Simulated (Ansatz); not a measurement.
# CsVBr3: the cost of one run

Program: Ansatz 0.2.0. Level of theory: DFT LDA+U (U_eff = 4 eV on V d), plane waves, PAW. These are calculated values, not measurements.

### Step 1. The system as given

Symmetry: P6_3/mmc, No. 194, hexagonal system. Conventional cell: a = 7.570 Å, b = 7.570 Å, c = 6.320 Å, α = 90.00°, β = 90.00°, γ = 120.00°. Cs (site symmetry -6m2) is surrounded by 12 Br at 3.79 to 3.89 Å. V (site symmetry -3m) has 6 Br at 2.63 Å as nearest neighbours. Br (site symmetry mm2) is surrounded by 2 V at 2.63 Å and 4 Cs at 3.79 to 3.89 Å.

Coordinates:

```cif
data_structure
_symmetry_space_group_name_H-M 'P 1'
_symmetry_Int_Tables_number 1
_cell_length_a 7.5700
_cell_length_b 7.5700
_cell_length_c 6.3200
_cell_angle_alpha 90.000
_cell_angle_beta 90.000
_cell_angle_gamma 120.000
_cell_volume 313.65
loop_
_atom_site_label
_atom_site_type_symbol
_atom_site_fract_x
_atom_site_fract_y
_atom_site_fract_z
_atom_site_occupancy
Cs1 Cs 0.33333 0.66667 0.75000 1
Cs2 Cs 0.66667 0.33333 0.25000 1
V1 V 0.00000 0.00000 0.00000 1
V2 V 0.00000 0.00000 0.50000 1
Br1 Br 0.16000 0.32000 0.25000 1
Br2 Br 0.84000 0.16000 0.75000 1
Br3 Br 0.68000 0.84000 0.25000 1
Br4 Br 0.84000 0.68000 0.75000 1
Br5 Br 0.16000 0.84000 0.25000 1
Br6 Br 0.32000 0.16000 0.75000 1
```

Magnetic order typed: opposed in the cell.

An earlier series on this cell reached its lowest free state from «from atoms, default search», perhaps among other starts.

### Step 2. Random orbitals: single harmonics, second filling

File input.yaml:

```yaml
crystal:
  lattice:
    - [7.56999891, 0.0, 0.0]
    - [-3.78499945, 6.55581136, 0.0]
    - [0.0, 0.0, 6.31999992]
  atoms:
    - { symbol: Cs, position: [0.3333333333, 0.6666666667, 0.75] }
    - { symbol: Cs, position: [0.6666666667, 0.3333333333, 0.25] }
    - { symbol: V, position: [0.0, 0.0, 0.0], spin: 1.0 }
    - { symbol: V, position: [0.0, 0.0, 0.5], spin: -1.0 }
    - { symbol: Br, position: [0.16, 0.32, 0.25] }
    - { symbol: Br, position: [0.84, 0.16, 0.75] }
    - { symbol: Br, position: [0.68, 0.84, 0.25] }
    - { symbol: Br, position: [0.84, 0.68, 0.75] }
    - { symbol: Br, position: [0.16, 0.84, 0.25] }
    - { symbol: Br, position: [0.32, 0.16, 0.75] }
basis:
  ecutwfc: 420
  ecutrho_ratio: 4
kpoints:
  mp_grid: { grid: [3, 3, 3] }
hamiltonian:
  xc: lda
  hubbard:
    sites:
      - { site: 2, l: d, u_eff: 4.0, starting_ns: [{ spin: up, occupation_matrix: s2up }, { spin: down, occupation_matrix: s2down }] }
      - { site: 3, l: d, u_eff: 4.0, starting_ns: [{ spin: up, occupation_matrix: s3up }, { spin: down, occupation_matrix: s3down }] }
    occupation_matrices:
      s2up:
        matrix:
          - [0.02, 0.0, 0.0, 0.0, 0.0]
          - [0.0, 0.02, 0.0, 0.0, 0.0]
          - [0.0, 0.0, 0.97, 0.0, 0.0]
          - [0.0, 0.0, 0.0, 0.02, 0.0]
          - [0.0, 0.0, 0.0, 0.0, 0.97]
      s2down:
        matrix:
          - [0.02, 0.0, 0.0, 0.0, 0.0]
          - [0.0, 0.02, 0.0, 0.0, 0.0]
          - [0.0, 0.0, 0.97, 0.0, 0.0]
          - [0.0, 0.0, 0.0, 0.02, 0.0]
          - [0.0, 0.0, 0.0, 0.0, 0.02]
      s3up:
        matrix:
          - [0.02, 0.0, 0.0, 0.0, 0.0]
          - [0.0, 0.02, 0.0, 0.0, 0.0]
          - [0.0, 0.0, 0.97, 0.0, 0.0]
          - [0.0, 0.0, 0.0, 0.02, 0.0]
          - [0.0, 0.0, 0.0, 0.0, 0.02]
      s3down:
        matrix:
          - [0.02, 0.0, 0.0, 0.0, 0.0]
          - [0.0, 0.02, 0.0, 0.0, 0.0]
          - [0.0, 0.0, 0.97, 0.0, 0.0]
          - [0.0, 0.0, 0.0, 0.02, 0.0]
          - [0.0, 0.0, 0.0, 0.0, 0.97]
    ns_hold: until_converged
scf:
  occupations: { method: gaussian, width: 0.05 }
  lower_state_search: "off"
  max_iter: 150
output:
  forces: true
  stress: true
  eigenvalues: true
  populations: true
  hubbard: { sites: [{ site: 2, l: d }, { site: 3, l: d }] }
magnetization:
  spin_polarized: true
```

The typed matrices put 0.97 on the chosen orbitals and 0.02 on the others, and are held until the SCF converges, then released.

Command:

```sh
ansatz run input.yaml --threads 8 --pin off --max-ram 12288MiB --backend cpu --events-out ev --progress --plain --runs-dir out
```

Q: Estimate wall time and peak memory on 8 threads of Arm Neoverse V2, shared host.

About 30 s, with a peak of 1.3 GiB.
